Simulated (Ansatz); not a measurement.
Relaxation of a periodic cell of 17 atoms, Rb₁₆H (host Rb, host structure bcc, interstitial H), to a largest force component of 0.08 eV/Å in at most 25 steps.

Level of theory: DFT PBE, scalar-relativistic, plane waves, PAW in Ansatz 0.2.0. Settings: cutoff 420 eV, k mesh 1x1x1, fermi-dirac smearing 0.1 eV, no spin polarisation.

```xyz
17
Lattice="11.1800 0.0000 0.0000 0.0000 11.1800 0.0000 0.0000 0.0000 11.1800" Properties=species:S:1:pos:R:3:forces:R:3
Rb 0.000 0.000 0.000 -0.12 0.25 0.00
Rb 5.590 0.000 0.000 0.01 0.02 0.00
Rb 0.000 5.590 0.000 -0.11 -0.25 0.00
Rb 0.000 0.000 5.590 0.01 0.00 0.00
Rb 2.795 2.795 2.795 -0.01 0.00 -0.02
Rb 5.590 5.590 0.000 0.01 -0.02 0.00
Rb 5.590 0.000 5.590 -0.02 -0.04 0.00
Rb 8.385 2.795 2.795 0.11 0.00 -0.25
Rb 0.000 5.590 5.590 0.01 0.00 0.00
Rb 2.795 8.385 2.795 0.02 0.00 0.04
Rb 2.795 2.795 8.385 -0.01 0.00 0.02
Rb 5.590 5.590 5.590 -0.02 0.04 0.00
Rb 8.385 8.385 2.795 -0.01 0.00 0.00
Rb 8.385 2.795 8.385 0.11 0.00 0.24
Rb 2.795 8.385 8.385 0.02 0.00 -0.04
Rb 8.385 8.385 8.385 -0.01 0.00 0.00
H 9.772 2.786 -0.057 0.00 0.00 0.01
```

Where does it end, and by what steps?

It converged. The force dipped under the threshold on the way, but the program's further checks kept it going. Limits of this set-up: coarse k mesh, odd electron count without spin, a small cell, in which the defect meets its images, a typed lattice constant that wasn't relaxed here. After 5 steps the energy has fallen by 0.216 eV; Rb14 moved furthest, 0.41 Å.

```tsv
step	energy less start (eV)	largest force component (eV/Å)	accepted
0	0.0000	0.248	yes
1	-0.0669	0.212	yes
2	-0.1806	0.064	yes
3	-0.1924	0.039	yes
4	-0.1993	0.021	yes
5	-0.2157	0.017	yes
```

```xyz
17
Lattice="11.1800 0.0000 0.0000 0.0000 11.1800 0.0000 0.0000 0.0000 11.1800" Properties=species:S:1:pos:R:3
Rb 0.051 0.405 -0.002
Rb 5.387 -0.134 -0.006
Rb 0.052 5.186 -0.002
Rb -0.129 0.180 5.588
Rb 2.994 2.794 2.919
Rb 5.388 5.721 -0.006
Rb 5.730 -0.126 5.588
Rb 8.330 2.795 2.393
Rb -0.129 5.408 5.588
Rb 2.652 8.385 2.913
Rb 3.000 2.794 8.246
Rb 5.731 5.714 5.588
Rb 8.514 8.385 2.609
Rb 8.336 2.795 8.796
Rb 2.654 8.385 8.255
Rb 8.512 8.385 8.561
H 9.780 2.794 -0.008
```

Whether the end is a true minimum wasn't checked by a vibrational analysis.

The run took 29 s on 2 threads of Arm Neoverse V1, on a shared host, peak memory 0.82 GiB.
